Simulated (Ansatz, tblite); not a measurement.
# The cluster As₆P₂: competing shapes

An exercise on one series of results from a longer session: the logs are not shown, and one member is left open.

Program: Ansatz 0.2.0, Gaussian basis. Level of theory: relaxed with PBE-D4/def2-SVP, singlet. These are calculated values, not measurements.

7 further runs of the same task are left out: 5 that didn't finish, 2 set aside as unsound or not needed. Runs told in other sessions of the task aren't counted.

## Starting geometry

8 atoms, charge 0, spin multiplicity 1.

Atoms are counted from 1 here; the program's logs count them from 0.

Bond lengths: P1–As5 2.373 Å, P1–As6 2.395 Å, P1–As7 2.354 Å, P2–As4 2.325 Å, P2–As6 2.313 Å, P2–As7 2.366 Å, As3–As5 2.452 Å, As3–As8 2.250 Å, As4–As5 2.492 Å, As4–As6 2.420 Å, As7–As8 2.451 Å. Angles: As5–P1–As6 88.9°, As5–P1–As7 102.3°, As6–P1–As7 86.0°, As4–P2–As6 62.9°, As4–P2–As7 108.8°, As6–P2–As7 87.6°, As5–As3–As8 107.0°, P2–As4–As5 103.7°, P2–As4–As6 58.3°, As5–As4–As6 85.7°, P1–As5–As3 104.2°, P1–As5–As4 88.3°, As3–As5–As4 102.2°, P1–As6–P2 88.8°, P1–As6–As4 89.6°, P2–As6–As4 58.8°, P1–As7–P2 88.5°, P1–As7–As8 104.5° and more.

A search from random starts with GFN2-xTB found 20 distinct shapes; 2 go on here. The structure above is candidate A, which lies 0.00 eV above the lowest at that level; B lies 0.29 eV above the lowest at that level.

The first run:

in.yaml reads:

```yaml
crystal:
  periodic: [false, false, false]
  atoms:
    - {symbol: P, position_ang: [-0.973210, -0.010190, -1.572580]}
    - {symbol: P, position_ang: [0.554650, -1.888810, 0.661730]}
    - {symbol: As, position_ang: [-0.042190, 2.465060, 1.166520]}
    - {symbol: As, position_ang: [2.112440, -0.405800, -0.221100]}
    - {symbol: As, position_ang: [0.728350, 1.528870, -0.965030]}
    - {symbol: As, position_ang: [0.680560, -1.741600, -1.643110]}
    - {symbol: As, position_ang: [-1.597350, -0.917660, 0.508050]}
    - {symbol: As, position_ang: [-1.463240, 0.970130, 2.065520]}
basis:
  gaussian: {orbitals: def2-SVP}
hamiltonian: {xc: pbe, dispersion: d4}
scf: {lower_state_search: "off"}
output: {orbitals: {seedname: orbitals}}
relax: {f_tol: 0.03, max_steps: 70}
```

Run with:

```
$ ansatz run in.yaml --threads 4 --pin off --events-out ev --progress --plain --max-ram 6963MiB
```

Steps of the session up to this table: Relaxing candidate A; Relaxing candidate B; Candidate B, PBE0-D4/def2-TZVP; Candidate B, PBE-D4/def2-TZVP; Candidate B, r2SCAN-D4/def2-TZVP.

One table of the session follows, with a row left open; its other results are not shown here.

It belongs to the step «B against A». 

```
              level  B above A (eV)
           GFN1-xTB          +0.948
           GFN2-xTB          +0.429
   PBE-D4/def2-TZVP               ?
r2SCAN-D4/def2-TZVP          +0.689
  PBE0-D4/def2-TZVP          +0.692
```

Estimate the missing values for PBE-D4/def2-TZVP.

**Answer.** B above A (eV): +0.649. In the column «B above A (eV)» it lies between GFN2-xTB (+0.429) and r2SCAN-D4/def2-TZVP (+0.689).

Caveats from the session: The search was small, so a lower isomer may exist. Only singlets are compared; another spin may lie lower and prefer another shape.
